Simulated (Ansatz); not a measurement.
# C3H6FNSi: small, medium and large basis sets

How large a basis does C3H6FNSi need? Two functionals are run in growing sets.

Method: one geometry, several basis sets; program: Ansatz 0.2.0, Gaussian basis.

Levels to be run: PBE0-D4/def2-SVP; ωB97M-V/def2-SVP; PBE0-D4/def2-QZVPP; ωB97M-V/def2-QZVPP; the functionals' def2-TZVPP values are taken from earlier runs.

## 1. Structure used throughout

An earlier PBE0-D4 in a triple-zeta def2 set relaxation fixed the geometry.

SMILES `NC1(F)C=C[SiH2]1`, 12 atoms, charge 0, spin multiplicity 1.

Atoms are counted from 1 here; the program's logs count them from 0.

Bond lengths: N1–C2 1.404 Å, N1–H7 1.014 Å, N1–H8 1.010 Å, C2–F3 1.417 Å, C2–C4 1.513 Å, C2–Si6 1.926 Å, C4–C5 1.340 Å, C4–H9 1.091 Å, C5–Si6 1.855 Å, C5–H10 1.082 Å, Si6–H11 1.486 Å, Si6–H12 1.489 Å. Angles: C2–N1–H7 112.5°, C2–N1–H8 112.7°, H7–N1–H8 109.4°, N1–C2–F3 111.7°, N1–C2–C4 114.2°, N1–C2–Si6 119.7°, F3–C2–C4 109.2°, F3–C2–Si6 114.4°, C4–C2–Si6 84.5°, C2–C4–C5 107.9°, C2–C4–H9 123.6°, C5–C4–H9 128.5°, C4–C5–Si6 92.3°, C4–C5–H10 126.4°, Si6–C5–H10 141.3°, C2–Si6–C5 75.2°, C2–Si6–H11 115.7°, C2–Si6–H12 118.0° and more.

## 2. PBE0-D4 in def2-SVP

The input, in.yaml:

```yaml
crystal:
  periodic: [false, false, false]
  atoms:
    - {symbol: N, position_ang: [0.491226, -1.393099, 0.988740]}
    - {symbol: C, position_ang: [0.482781, -0.473655, -0.072541]}
    - {symbol: F, position_ang: [1.480723, -0.772630, -1.033683]}
    - {symbol: C, position_ang: [0.621041, 0.970012, 0.356845]}
    - {symbol: C, position_ang: [-0.485194, 1.621862, -0.027642]}
    - {symbol: Si, position_ang: [-1.195408, 0.102808, -0.821292]}
    - {symbol: H, position_ang: [1.379026, -1.412420, 1.477566]}
    - {symbol: H, position_ang: [0.249180, -2.329227, 0.695780]}
    - {symbol: H, position_ang: [1.490529, 1.361400, 0.887048]}
    - {symbol: H, position_ang: [-0.711696, 2.664477, 0.152775]}
    - {symbol: H, position_ang: [-1.278207, 0.085818, -2.305296]}
    - {symbol: H, position_ang: [-2.446998, -0.480548, -0.264197]}
basis:
  gaussian: {orbitals: def2-SVP}
hamiltonian: {xc: pbe0, dispersion: d4}
output: {orbitals: {seedname: orbitals}}
```

The runs that follow: ωB97M-V in def2-SVP; PBE0-D4 in def2-QZVPP; ωB97M-V in def2-QZVPP.

**Question.** What will the summary of the whole plan be? Wanted: PBE0-D4: double and triple zeta above quadruple; ωB97M-V: double and triple zeta above quadruple.

**Answer**, as computed:

| quantity | value |
| --- | --- |
| PBE0-D4: double and triple zeta above quadruple | 12.01, 0.67 eV |
| ωB97M-V: double and triple zeta above quadruple | 12.27, 0.62 eV |

**Reading.** PBE0-D4 gains 11.35 eV from double to triple zeta, then 0.67 eV more. Total energies overstate the basis error of differences, where much of it tends to cancel. The LUMO of ωB97M-V is positive and keeps falling with the basis (1.91 to 1.23 eV): an unbound level that the basis holds in place.
